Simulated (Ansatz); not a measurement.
# Al₂Cl₄F₂: how energies converge with the basis set

An exercise on one series of results from a longer session: the logs are not shown, and one member is left open.

Method: one geometry, several basis sets; program: Ansatz 0.2.0, Gaussian basis.

The runs, in order: PBE0-D4/def2-SVP; ωB97M-V/def2-SVP; PBE0-D4/def2-QZVPP; ωB97M-V/def2-QZVPP; the functionals' def2-TZVPP values are taken from earlier runs.

## The relaxed structure

The geometry comes from an earlier relaxation with PBE0-D4 in a triple-zeta def2 set; it is a stationary point, not always the lowest conformer.

SMILES `[Cl][Al-]1([Cl])[F+][Al-]([Cl])([Cl])[F+]1`, 8 atoms, charge 0, spin multiplicity 1.

Atoms are counted from 1 here; the program's logs count them from 0.

Bond lengths: Cl1–Al2 2.066 Å, Al2–Cl3 2.066 Å, Al2–F4 1.808 Å, Al2–F8 1.807 Å, F4–Al5 1.807 Å, Al5–Cl6 2.066 Å, Al5–Cl7 2.066 Å, Al5–F8 1.808 Å. Angles: Cl1–Al2–Cl3 124.2°, Cl1–Al2–F4 111.0°, Cl1–Al2–F8 111.0°, Cl3–Al2–F4 110.9°, Cl3–Al2–F8 111.0°, F4–Al2–F8 80.4°, Al2–F4–Al5 99.6°, F4–Al5–Cl6 111.0°, F4–Al5–Cl7 111.0°, F4–Al5–F8 80.4°, Cl6–Al5–Cl7 124.2°, Cl6–Al5–F8 111.0°, Cl7–Al5–F8 110.9°, Al2–F8–Al5 99.6°.

The first run:

Input file in.yaml:

```yaml
crystal:
  periodic: [false, false, false]
  atoms:
    - {symbol: Cl, position_ang: [-0.879654, -2.300980, 1.667430]}
    - {symbol: Al, position_ang: [0.363236, -1.279100, 0.371672]}
    - {symbol: Cl, position_ang: [2.116507, -2.049389, -0.403424]}
    - {symbol: F, position_ang: [0.590867, 0.431967, 0.908402]}
    - {symbol: Al, position_ang: [-0.363447, 1.279092, -0.371513]}
    - {symbol: Cl, position_ang: [-2.116264, 2.051328, 0.402616]}
    - {symbol: Cl, position_ang: [0.880694, 2.299126, -1.667554]}
    - {symbol: F, position_ang: [-0.591940, -0.432045, -0.907618]}
basis:
  gaussian: {orbitals: def2-SVP}
hamiltonian: {xc: pbe0, dispersion: d4}
output: {orbitals: {seedname: orbitals}}
```

On the command line:

```sh
ansatz run in.yaml --threads 4 --pin off --events-out ev --progress --plain --max-ram 11315MiB
```

Among the steps run: PBE0-D4 in def2-SVP; ωB97M-V in def2-SVP; PBE0-D4 in def2-QZVPP; ωB97M-V in def2-QZVPP.

One table of the session follows, with a row left open; its other results are not shown here.

It belongs to the step «Density functionals: the series». 

```
functional       basis  HOMO (eV)
   PBE0-D4    def2-SVP      -9.53
   PBE0-D4  def2-TZVPP      -9.62
   PBE0-D4  def2-QZVPP      -9.64
   ωB97M-V    def2-SVP     -11.72
   ωB97M-V  def2-TZVPP     -11.87
   ωB97M-V  def2-QZVPP          ?
```

**Question.** Estimate the row for ωB97M-V, def2-QZVPP.

The run gave: HOMO (eV): -11.91. In the column «HOMO (eV)» it is the lowest.
